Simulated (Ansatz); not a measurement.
# MnIr: the cost of one run

Program: Ansatz 0.2.0. Level of theory: DFT LDA, scalar-relativistic, plane waves, PAW. These are calculated values, not measurements.

1 further run of the same task is left out (set aside as unsound or not needed).

## 1. The system as given

The structure is tetragonal, space group P4/mmm (No. 123). Conventional cell: a = 2.600 Å, b = 2.600 Å, c = 3.573 Å, α = 90.00°, β = 90.00°, γ = 90.00°. Mn (site symmetry 4/mmm) is surrounded by 8 Ir at 2.56 Å and 4 Mn at 2.60 Å. Ir (site symmetry 4/mmm) is surrounded by 8 Mn at 2.56 Å and 4 Ir at 2.60 Å.

Coordinates:

```
CELL_PARAMETERS angstrom
2.60031 0.00000 0.00000
0.00000 2.60031 0.00000
0.00000 0.00000 3.57257
ATOMIC_POSITIONS crystal
Mn 0.50000 0.50000 0.50000
Ir 0.00000 0.00000 0.00000
```

This cell was relaxed beforehand with the same method: volume 12.08 Å³/atom, gap on the mesh none (metal).

## 2. The reference run

Contents of input.yaml:

```yaml
crystal:
  lattice:
    - [2.6003141451, 0.0, 0.0]
    - [0.0, 2.6003141451, 0.0]
    - [0.0, 0.0, 3.5725673496]
  atoms:
    - { symbol: Mn, position: [0.5, 0.5, 0.5] }
    - { symbol: Ir, position: [0.0, 0.0, 0.0] }
basis:
  ecutwfc: 420
kpoints:
  mp_grid: { grid: [16, 16, 12] }
hamiltonian:
  xc: lda
scf:
  occupations: { method: fermi_dirac, width: 0.15 }
output:
  eigenvalues: true
phonons:
  method: dfpt
```

This input was run earlier.

## 3. The same with finite displacements of 0.3 Å in the cell itself

Contents of input.yaml:

```yaml
crystal:
  lattice:
    - [2.6003141451, 0.0, 0.0]
    - [0.0, 2.6003141451, 0.0]
    - [0.0, 0.0, 3.5725673496]
  atoms:
    - { symbol: Mn, position: [0.5, 0.5, 0.5] }
    - { symbol: Ir, position: [0.0, 0.0, 0.0] }
basis:
  ecutwfc: 420
kpoints:
  mp_grid: { grid: [16, 16, 12] }
hamiltonian:
  xc: lda
scf:
  occupations: { method: fermi_dirac, width: 0.15 }
  max_iter: 80
output:
  eigenvalues: true
phonons:
  method: fd
  amplitude: 0.3
  supercell: [1, 1, 1]
  dielectric: false
```

Launch:

```bash
$ ansatz run input.yaml --threads 1 --pin off --max-ram 3072MiB --backend cpu --events-out ev --progress --plain --runs-dir out
```

Q: Estimate wall time and peak memory on 1 thread of Intel Xeon 6975P-C (Granite Rapids), shared host.

About 1.9 min, with a peak of 0.78 GiB.
